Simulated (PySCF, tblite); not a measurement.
**C₄H₉BClF: geometry, infrared bands and NMR shifts**

Aim: predict the infrared bands and NMR shifts of C₄H₉BClF (`CC(C)CB(F)Cl`).

The runs use tblite 0.8.0 and PySCF 2.14.0, with density-fitted response routines of our own; the level of theory stands in each step. All values are computed, except where a source is named. Atoms count from 0, in the outputs and in this text.

## Step 1: The molecule as given

16 atoms, charge 0, multiplicity 1; geometry from: force field or distance geometry start.

Bonds of the start (Å): C0–C1 1.52, C1–C2 1.48, C1–C3 1.51, C3–B4 1.58, B4–F5 1.44, B4–Cl6 1.86, C0–H7 1.12, C0–H8 1.11, C0–H9 1.09, C1–H10 1.11, C2–H11 1.13, C2–H12 1.13, C2–H13 1.10, C3–H14 1.12, C3–H15 1.13.

## Step 2: Optimising the geometry with GFN2-xTB

The job: settings as JSON, then the geometry in Å.

```
{"job": {"kind": "relax", "xc": "GFN2-xTB", "basis": "xTB"}, "charge": 0, "multiplicity": 1}
C     -1.219700    -1.118200     0.675300
C     -0.331600     0.096400     0.432500
C     -1.028600     0.957400    -0.552200
C      0.982300    -0.456400    -0.059900
B      2.060300     0.661200    -0.344600
F      1.692000     2.046400    -0.515900
Cl     3.775200     0.033600    -0.709000
H     -2.015000    -0.797400     1.397400
H     -0.564500    -1.909500     1.103700
H     -1.602400    -1.470400    -0.283600
H     -0.178800     0.665300     1.378300
H     -1.986700     0.470400    -0.897700
H     -1.379400     1.879300     0.002200
H     -0.460000     1.185400    -1.465300
H      0.843400    -1.132600    -0.940500
H      1.405800    -1.101800     0.767800
```

The run is started by

```sh
OMP_NUM_THREADS=1 python probes_run.py task.json out
```

One launch serves the whole session: the jobs run in the order shown.

**Question.** This job is followed by: GFN2-xTB harmonic vibrations, gas phase; GIAO PBE0/pcSseg-1 NMR shielding, non-relativistic, gas phase. Predict these results of the whole session: strongest single infrared mode (GFN2-xTB); zero-point energy (GFN2-xTB); 13C shifts against TMS (PBE0/pcSseg-1, means over atoms taken as alike); 1H shifts against TMS (PBE0/pcSseg-1, means over atoms taken as alike); 11B shifts against BF3·OEt2 (PBE0/pcSseg-1); 19F shifts against CFCl3 (PBE0/pcSseg-1); 35Cl shifts against HCl (PBE0/pcSseg-1).

As calculated:

| quantity | value |
| --- | --- |
| strongest single infrared mode (GFN2-xTB) | 1231 cm⁻¹, 275 km/mol |
| zero-point energy (GFN2-xTB) | 80.3 kcal/mol |
| 13C shifts against TMS (PBE0/pcSseg-1, means over atoms taken as alike) | 36.7, 29.3, 27.1 ppm |
| 1H shifts against TMS (PBE0/pcSseg-1, means over atoms taken as alike) | 1.99, 1.23, 0.95 ppm |
| 11B shifts against BF3·OEt2 (PBE0/pcSseg-1) | 46.8 ppm |
| 19F shifts against CFCl3 (PBE0/pcSseg-1) | -21.4 ppm |
| 35Cl shifts against HCl (PBE0/pcSseg-1) | 201 ppm |

What this shows: The optimisation took 142 steps and gained 1.082 eV; among the close pairs (by a distance rule), B4–Cl6 changed most, from 1.862 to 1.716 Å. All 42 modes are real, so the xTB geometry is a minimum. The strongest single mode, at 1231 cm⁻¹, moves mainly B4. GFN2-xTB is a fitted tight-binding method: band positions and strengths are rough. Its intensities can rank the bands wrongly. At PBE0/pcSseg-1: The widest tensor belongs to Cl6: span 462 ppm, with a paramagnetic part of -398 ppm.
